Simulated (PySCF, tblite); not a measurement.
# C5H14AlNS: geometry, infrared bands and NMR shifts

Wanted: the infrared bands and NMR shifts of C5H14AlNS (`C[S][AlH2-][N@@H+](C)C1CC1`), by calculation.

The runs use tblite 0.8.0 and PySCF 2.14.0, with density-fitted response routines of our own; the level of theory stands in each step. All values are computed, except where a source is named. Atoms count from 0, in the outputs and in this text.

### 1 The molecule as given

22 atoms, charge 0, multiplicity 1; geometry from: force field or distance geometry start.

Bonds of the start (Å): C0–S1 1.81, S1–Al2 2.25, Al2–N3 1.93, N3–C4 1.48, N3–C5 1.44, C5–C6 1.52, C6–C7 1.50, C7–C5 1.48, C0–H8 1.10, C0–H9 1.11, C0–H10 1.09, Al2–H11 1.60, Al2–H12 1.57, N3–H13 1.04, C4–H14 1.12, C4–H15 1.10, C4–H16 1.11, C5–H17 1.10, C6–H18 1.11, C6–H19 1.11, C7–H20 1.12, C7–H21 1.10.

### 2 Geometry optimisation with GFN2-xTB

Job settings and geometry (Å):

```
{"job": {"kind": "relax", "xc": "GFN2-xTB", "basis": "xTB"}, "charge": 0, "multiplicity": 1}
C      4.170700    -0.077900     0.384500
S      2.616400    -1.010700     0.431600
Al     1.133000     0.033500    -0.903500
N     -0.637300    -0.525000    -0.393300
C     -0.493400    -0.965700     1.013400
C     -1.499200     0.623900    -0.341500
C     -2.795000     0.346100     0.399100
C     -2.791700     0.684000    -1.058700
H      3.920500     0.983000     0.555100
H      4.586700    -0.159300    -0.638400
H      4.920900    -0.449000     1.084900
H      1.219800     1.610900    -0.660200
H      1.466200    -0.362000    -2.391000
H     -0.980700    -1.296200    -1.001800
H     -0.492900    -0.005900     1.599400
H     -1.355300    -1.545800     1.370700
H      0.468500    -1.484800     1.182900
H     -1.003500     1.580800    -0.137000
H     -3.081300    -0.701800     0.617300
H     -3.066100     1.103600     1.160900
H     -3.230000     1.699700    -1.262300
H     -3.086600    -0.062000    -1.814600
```

Launch:

```bash
OMP_NUM_THREADS=1 python probes_run.py task.json out
```

The driver reads the jobs from task.json and runs them one after another.

**Question.** This job is followed by: GFN2-xTB harmonic vibrations, gas phase; GIAO PBE0/pcSseg-1 NMR shielding, non-relativistic, gas phase. Predict these results of the whole session: strongest single infrared mode (GFN2-xTB); zero-point energy (GFN2-xTB); ¹³C shifts against TMS (PBE0/pcSseg-1); ¹H shifts against TMS (PBE0/pcSseg-1, means over atoms taken as alike); ³³S shifts against CS2 (PBE0/pcSseg-1); ²⁷Al shifts against AlH4- (PBE0/pcSseg-1); ¹⁵N shifts against NH3 (PBE0/pcSseg-1).

The runs gave:

| quantity | value |
| --- | --- |
| strongest single infrared mode (GFN2-xTB) | 625 cm⁻¹, 621 km/mol |
| zero-point energy (GFN2-xTB) | 111.0 kcal/mol |
| ¹³C shifts against TMS (PBE0/pcSseg-1) | 38.2, 33.0, 10.0, 8.5, 6.9 ppm |
| ¹H shifts against TMS (PBE0/pcSseg-1, means over atoms taken as alike) | 4.20, 4.13, 2.77, 2.33, 2.06, 1.01, 0.68, 0.61, 0.60, 0.29 ppm |
| ³³S shifts against CS2 (PBE0/pcSseg-1) | -284 ppm |
| ²⁷Al shifts against AlH4- (PBE0/pcSseg-1) | 68.6 ppm |
| ¹⁵N shifts against NH3 (PBE0/pcSseg-1) | 65.0 ppm |

Relaxing lowered the energy by 1.052 eV in 182 steps; the close pair that moved most is Al2–N3, from 1.925 to 2.034 Å. No mode is imaginary among the 60: a minimum at this level. The strongest single mode, at 625 cm⁻¹, moves mainly H12 and H11. Unscaled tight-binding wavenumbers are off by several per cent, some by more. Its intensities can rank the bands wrongly. C4 (methyl carbon bonded to N) lies farthest downfield among carbon, at 38.2 ppm; deshielded by the electronegative neighbour. At PBE0/pcSseg-1: The widest tensor belongs to S1: span 299 ppm, with a paramagnetic part of -275 ppm.
